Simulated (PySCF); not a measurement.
**[PbF3]+: other functionals and bases at one geometry**

Aim: see how levels, charges and forces of [PbF3]+ depend on the level of theory. The species was built from a template and needn't be a known compound.

Program: PySCF 2.14.0. Level of theory: several levels, as the steps say, no spin–orbit coupling. These are calculated values, not measurements.

3 further runs of the same task are left out: 2 for a known fault of the program, 1 set aside as unsound or not needed. Runs told in other sessions of the task aren't counted.

## (1) Starting geometry

4 atoms, charge 1, spin multiplicity 1.

Bond lengths: Pb1–F2 2.005 Å, Pb1–F3 2.001 Å, Pb1–F4 2.001 Å. Angles: F2–Pb1–F3 116.3°, F2–Pb1–F4 116.3°, F3–Pb1–F4 127.4°.

Geometry (Å):

```csv
atom,x (Å),y (Å),z (Å)
Pb1,-0.0580,0.0001,-0.0115
F2,1.9475,-0.0020,-0.0106
F3,-0.9430,1.7951,-0.0118
F4,-0.9464,-1.7933,-0.0118
```

Formal oxidation states: Pb +4. An earlier session relaxed this geometry at TPSS, Pb def2-SVP with ECP60, F def2-SVP (singlet, point group C2v).

At TPSS on the finer grid: E = -491.741294 Eh, HOMO -16.20 eV, LUMO -13.71 eV, Mulliken charge on Pb1 +1.59 e, largest force component 0.077 eV/Å. 

Levels to run: BP86; M06-L; TPSSh; BLYP; TPSS, TZVP; TPSS, x2c-SVP. Hardware: 2 threads of Arm Neoverse V1, shared host.

## (2) BP86

run.py (the lines that set the calculation) reads:

```python
mol = gto.M(atom='''
Pb    -0.05800     0.00012    -0.01155
F      1.94747    -0.00200    -0.01061
F     -0.94304     1.79513    -0.01181
F     -0.94641    -1.79325    -0.01181''',
    basis={'Pb': 'def2-SVP', 'F': 'def2-SVP'},
    ecp={'Pb': 'def2-SVP'},
    charge=1, spin=0)
mf = dft.RKS(mol, xc='B88,P86')
mf.grids.atom_grid = (75, 302)
mf = mf.density_fit()  # fitting sets: Pb def2-universal-JKFIT, F def2-universal-JKFIT
mf.conv_tol = 1e-08; mf.max_cycle = 55
mf.kernel(dm0)  # dm0: the density of the relaxed state
```

Command:

```sh
$ OMP_NUM_THREADS=2 python run.py
```

## (3) M06-L

run.py (the lines that set the calculation): that of step 2 with these lines changed.

```diff
@@ -8,3 +8,3 @@
     charge=1, spin=0)
-mf = dft.RKS(mol, xc='B88,P86')
+mf = dft.RKS(mol, xc='M06L')
 mf.grids.atom_grid = (75, 302)
```

## (4) TPSSh

run.py (the lines that set the calculation): that of step 3 with these lines changed.

```diff
@@ -8,3 +8,3 @@
     charge=1, spin=0)
-mf = dft.RKS(mol, xc='M06L')
+mf = dft.RKS(mol, xc='TPSSH')
 mf.grids.atom_grid = (75, 302)
```

## (5) BLYP

run.py (the lines that set the calculation): that of step 4 with these lines changed.

```diff
@@ -8,3 +8,3 @@
     charge=1, spin=0)
-mf = dft.RKS(mol, xc='TPSSH')
+mf = dft.RKS(mol, xc='BLYP')
 mf.grids.atom_grid = (75, 302)
```

## (6) TPSS, TZVP

Basis: Pb def2-TZVP with ECP60, F def2-TZVP. 

run.py (the lines that set the calculation) reads:

```python
mol = gto.M(atom='''
Pb    -0.05800     0.00012    -0.01155
F      1.94747    -0.00200    -0.01061
F     -0.94304     1.79513    -0.01181
F     -0.94641    -1.79325    -0.01181''',
    basis={'Pb': 'def2-TZVP', 'F': 'def2-TZVP'},
    ecp={'Pb': 'def2-TZVP'},
    charge=1, spin=0)
mf = dft.RKS(mol, xc='TPSS')
mf.grids.atom_grid = (75, 302)
mf = mf.density_fit()  # fitting sets: Pb def2-universal-JKFIT, F def2-universal-JKFIT
mf.conv_tol = 1e-08; mf.max_cycle = 55
mf.kernel(dm0)  # dm0: free metal ions and neutral atoms
```

## (7) TPSS, x2c-SVP

Basis: Pb x2c-SVPall, F x2c-SVPall. All electrons are treated, with the spin-free X2C Hamiltonian.

run.py (the lines that set the calculation) reads:

```python
mol = gto.M(atom='''
Pb    -0.05800     0.00012    -0.01155
F      1.94747    -0.00200    -0.01061
F     -0.94304     1.79513    -0.01181
F     -0.94641    -1.79325    -0.01181''',
    basis={'Pb': 'x2c-SVPall', 'F': 'x2c-SVPall'},
    nucmod='G',
    charge=1, spin=0)
mf = dft.RKS(mol, xc='TPSS')
mf.grids.atom_grid = (99, 590)
mf = mf.density_fit()  # fitting sets: Pb AutoAux, F AutoAux
mf = mf.sfx2c1e()
mf.conv_tol = 1e-08; mf.max_cycle = 55
mf.kernel(dm0)  # dm0: free metal ions and neutral atoms
```

Q: Predict the outcome of this session. Wanted: for each run, HOMO; gap; charge on Pb1; dipole; largest force component.

**Answer**, as computed:

| level | state | HOMO (eV) | gap (eV) | charge on Pb1 (e) | dipole (D) | largest force component (eV/Å) | basis functions | time |
| --- | --- | --- | --- | --- | --- | --- | --- | --- |
| TPSS (relaxed here) | singlet | -16.20 | 2.50 | 1.59 | 0.46 | 0.08 | 68 | 7 s |
| BP86 | singlet | -16.18 | 2.25 | 1.54 | 0.44 | 0.16 | 68 | 1.7 s |
| M06-L | singlet | -16.59 | 2.87 | 1.76 | 0.49 | 0.08 | 68 | 2.3 s |
| TPSSh | singlet | -17.06 | 3.62 | 1.65 | 0.48 | 0.30 | 68 | 2.1 s |
| BLYP | singlet | -15.92 | 2.25 | 1.52 | 0.44 | 0.39 | 68 | 1.7 s |
| TPSS, TZVP | singlet | -16.38 | 2.58 | 1.68 | 0.46 | 0.75 | 143 | 9 s |
| TPSS, x2c-SVP | singlet | -16.19 | 2.47 | 1.62 | 0.46 | 0.41 | 104 | 17 s |

Times are on 2 threads of Arm Neoverse V1, shared host; the first row also made further properties. The dipole of a charged species depends on the origin, so these sizes hold for this origin alone.

In one basis the gap runs from 2.25 eV (BLYP) to 3.62 eV (TPSSh). The largest leftover force, 0.75 eV/Å with TPSS, TZVP, stands at a geometry relaxed at another level. The Mulliken charge on Pb spans +1.52 to +1.76 e over the levels. Total energies of different levels can't be compared. Spin–orbit coupling is left out throughout.
